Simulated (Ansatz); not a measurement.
# GeHSi2: the cost of one run

Program: Ansatz 0.2.0, Gaussian basis. Level of theory: the settings change from run to run. These are calculated values, not measurements.

31 further runs of the same task are left out: 19 that didn't finish, 12 set aside as unsound or not needed.

**1. The system**

The geometry is a PBE0/def2-TZVP stationary point (not a proven minimum) of the parent state, kept for this charge and spin. No spin-orbit coupling is included. The filled d shell of Ge may be among the frozen orbitals whatever the setting's name suggests; the logs give the count.

4 atoms, charge 0, spin multiplicity 2.

Atoms are counted from 1 here; the program's logs count them from 0.

Bond lengths: Ge1–Si2 2.343 Å, Si2–Si3 2.244 Å, Si3–H4 1.654 Å. Angles: Ge1–Si2–Si3 169.0°, Si2–Si3–H4 53.0°.

**2. MP2 on UHF/STO-3G**

File in.yaml:

```yaml
crystal:
  periodic: [false, false, false]
  atoms:
    - {symbol: Ge, position_ang: [0.000020, -0.248209, 2.585879]}
    - {symbol: Si, position_ang: [-0.000008, -0.469422, 0.253680]}
    - {symbol: Si, position_ang: [0.000029, -0.249426, -1.979811]}
    - {symbol: H, position_ang: [-0.000042, 0.967057, -0.859748]}
basis:
  gaussian: {orbitals: STO-3G}
magnetization: {spin_polarized: true, initial_magnetization: 1}
correlation: {method: mp2, electrons: outside_noble_gas}
scf: {lower_state_search: light}
output: {forces: true}
```

Launch:

```bash
$ ansatz run in.yaml --threads 1 --pin off --events-out ev --progress --plain --max-ram 2393MiB
```

Q: Estimate wall time and peak memory on 1 thread of Intel Xeon at 2.50GHz, shared host.

About 10 s, with a peak of 0.29 GiB.
